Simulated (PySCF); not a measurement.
# C4H14OSi2 (SMILES C[SiH](C)O[SiH](C)C) at 4 levels

We compute a comparison of 4 runs (BHLYP/def2-SVP, CAM-B3LYP/def2-SVP, M06-2X/def2-SVP, wB97X/def2-SVP) of C4H14OSi2. The job is set up through a Python script.

The calculation is run with PySCF 2.14.0.

**1. The system as given**

C4H14OSi2: 21 atoms, total charge 0, spin state singlet. SMILES: `C[SiH](C)O[SiH](C)C`. The coordinates come from a PBE0-D4/def2-TZVP relaxation. This is one conformer, not always the lowest.

Some bond lengths: C1–Si2 1.866 Å, Si2–C3 1.864 Å, Si2–O4 1.638 Å, O4–Si5 1.638 Å, Si5–C6 1.864 Å, Si5–C7 1.866 Å, C1–H8 1.094 Å, C1–H9 1.093 Å, C1–H10 1.094 Å, Si2–H11 1.489 Å, C3–H12 1.094 Å, C3–H13 1.094 Å, C3–H14 1.093 Å, Si5–H15 1.489 Å, C6–H16 1.093 Å, C6–H17 1.094 Å. Some angles: C1–Si2–C3 110.8°, C1–Si2–O4 110.3°, C3–Si2–O4 110.0°, Si2–O4–Si5 145.8°, O4–Si5–C6 110.0°, O4–Si5–C7 110.3°, C6–Si5–C7 110.8°, C1–Si2–H11 109.4°, C3–Si2–H11 109.5°, O4–Si2–H11 106.9°.

**2. The energy at BHLYP/def2-SVP (run 1)**

calc.py reads:

```python
from pyscf import gto, dft

system = gto.M(
    atom='''
C   -0.417070  -1.063340   1.992540
Si  -0.973340   0.576660   1.296410
C   -2.618100   0.406080   0.435730
O    0.146630   1.158580   0.251820
Si   1.147480   0.806220  -0.996490
C    2.659800  -0.083950  -0.367680
C    0.253790  -0.225040  -2.269920
H   -1.131770  -1.431360   2.734000
H    0.556170  -0.972910   2.481170
H   -0.334090  -1.819650   1.206540
H   -1.091210   1.567940   2.401310
H   -3.391160   0.079520   1.136950
H   -2.565440  -0.327910  -0.373130
H   -2.933920   1.360370   0.007390
H    1.552100   2.102960  -1.606510
H    3.171630   0.508920   0.394180
H    3.366960  -0.269780  -1.180950
H    2.394370  -1.048180   0.074570
H   -0.045130  -1.192980  -1.857080
H    0.896990  -0.416180  -3.133490
H   -0.644680   0.284000  -2.627330
''',
    max_memory=1860,
    verbose=3,
    charge=0,
    spin=0,
    basis='def2-svp',
)

myscf = dft.RKS(system)
myscf.xc = 'bhandhlyp'
myscf.conv_tol = 1e-10
myscf.grids.level = 5
myscf.kernel()
if not myscf.converged:
    myscf = myscf.newton().run(myscf.mo_coeff, myscf.mo_occ)

energy = myscf.e_tot
print('Final energy', energy)
```

On the command line:

```console
$ OMP_NUM_THREADS=1 python calc.py
```

The log of the run:

```text
converged SCF energy = -814.694914935737
Final energy -814.6949149357367
```

Wall time 92 s (1 thread of Intel Xeon at 2.70GHz, shared host); peak memory 1.6 GiB.

**3. A single-point energy at CAM-B3LYP/def2-SVP (run 2)**

mol.xyz reads:

```xyz
21

C     -0.417070    -1.063340     1.992540
Si    -0.973340     0.576660     1.296410
C     -2.618100     0.406080     0.435730
O      0.146630     1.158580     0.251820
Si     1.147480     0.806220    -0.996490
C      2.659800    -0.083950    -0.367680
C      0.253790    -0.225040    -2.269920
H     -1.131770    -1.431360     2.734000
H      0.556170    -0.972910     2.481170
H     -0.334090    -1.819650     1.206540
H     -1.091210     1.567940     2.401310
H     -3.391160     0.079520     1.136950
H     -2.565440    -0.327910    -0.373130
H     -2.933920     1.360370     0.007390
H      1.552100     2.102960    -1.606510
H      3.171630     0.508920     0.394180
H      3.366960    -0.269780    -1.180950
H      2.394370    -1.048180     0.074570
H     -0.045130    -1.192980    -1.857080
H      0.896990    -0.416180    -3.133490
H     -0.644680     0.284000    -2.627330
```

input.py reads:

```python
# C[SiH](C)O[SiH](C)C
from pyscf import gto, dft

system = gto.M(
    atom='mol.xyz',
    verbose=3,
    spin=0,
    basis='def2-svp',
    max_memory=1860,
)

mf = dft.RKS(system)
mf.xc = 'cam-b3lyp'
mf.conv_tol = 1e-10
mf.grids.level = 5
mf.kernel()
if not mf.converged:
    mf = mf.newton().run(mf.mo_coeff, mf.mo_occ)

etot = mf.e_tot
print(f'total energy: {etot:.8f} hartree')
```

On the command line:

```console
$ OMP_NUM_THREADS=1 python input.py
```

The log of the run:

```text
converged SCF energy = -814.716804417252
total energy: -814.71680442 hartree
```

Run time: 3 min. Hardware: 1 thread of Intel Xeon at 2.70GHz, shared host; peak memory 1.6 GiB.

Run 3 isn't shown in full; the table further down has it.

**4. A single-point energy at wB97X/def2-SVP (run 4)**

calc.py reads:

```python
from pyscf import gto, dft

mol = gto.Mole()
mol.atom = '''
C     -0.788148    -2.009421     3.765355
Si    -1.839346     1.089729     2.449860
C     -4.947492     0.767380     0.823410
O      0.277091     2.189399     0.475871
Si     2.168423     1.523535    -1.883093
C      5.026294    -0.158643    -0.694815
C      0.479594    -0.425264    -4.289527
H     -2.138735    -2.704878     5.166511
H      1.051009    -1.838533     4.688732
H     -0.631339    -3.438640     2.280030
H     -2.062088     2.962977     4.537818
H     -6.408364     0.150271     2.148524
H     -4.847979    -0.619660    -0.705114
H     -5.544305     2.570727     0.013965
H      2.933044     3.974018    -3.035864
H      5.993512     0.961719     0.744892
H      6.362632    -0.509810    -2.231672
H      4.524704    -1.980773     0.140917
H     -0.085283    -2.254405    -3.509373
H      1.695065    -0.786466    -5.921438
H     -1.218269     0.536682    -4.964934
'''
mol.spin = 0
mol.max_memory = 1860
mol.unit = 'bohr'
mol.verbose = 4
mol.basis = 'def2-svp'
mol.build()

mf = dft.RKS(mol)
mf.xc = 'wb97x'
mf.grids.level = 5
mf.conv_tol = 1e-10
mf.kernel()
if not mf.converged:
    mf = mf.newton().run(mf.mo_coeff, mf.mo_occ)

e_final = mf.e_tot
print('E = %.10f Eh' % e_final)
```

On the command line:

```console
$ OMP_NUM_THREADS=1 python calc.py
```

The log of the run:

```text
PySCF version 2.14.0

[... 88 lines left out ...]
converged SCF energy = -814.76907081766
E = -814.7690708177 Eh
```

It took 2.6 min on 1 thread of Intel Xeon at 2.70GHz, shared host; peak memory 1.6 GiB.

**5. Overview of the runs**

```tsv
run	level	energy (Eh)	dipole moment (D)	HOMO energy (eV)	LUMO energy (eV)	wall time
1	BHLYP/def2-SVP	-814.694915	1.59	-9.24	1.95	92 s
2	CAM-B3LYP/def2-SVP	-814.716804	1.60	-9.27	2.13	3 min
3	M06-2X/def2-SVP	-814.674879	1.54	-9.18	1.91	2.7 min
4	wB97X/def2-SVP	-814.769071	1.61	-10.30	3.22	2.6 min
```

**6. What came out**

| quantity | value |
| --- | --- |
| run 4: total energy | -814.76907 Eh |
| run 4: dipole moment | 1.61 D |
| run 4: HOMO energy | -10.30 eV |
| run 4: LUMO energy | 3.22 eV |
| run 4: HOMO–LUMO gap | 13.51 eV |

The dipole moment (its size) runs from 1.54 D (M06-2X/def2-SVP) to 1.61 D (wB97X/def2-SVP). The HOMO–LUMO gap runs from 11.09 eV (M06-2X/def2-SVP) to 13.51 eV (wB97X/def2-SVP). Totals of different functionals can't be ranked against each other. All runs together took 9.9 min, the longest 3 min.
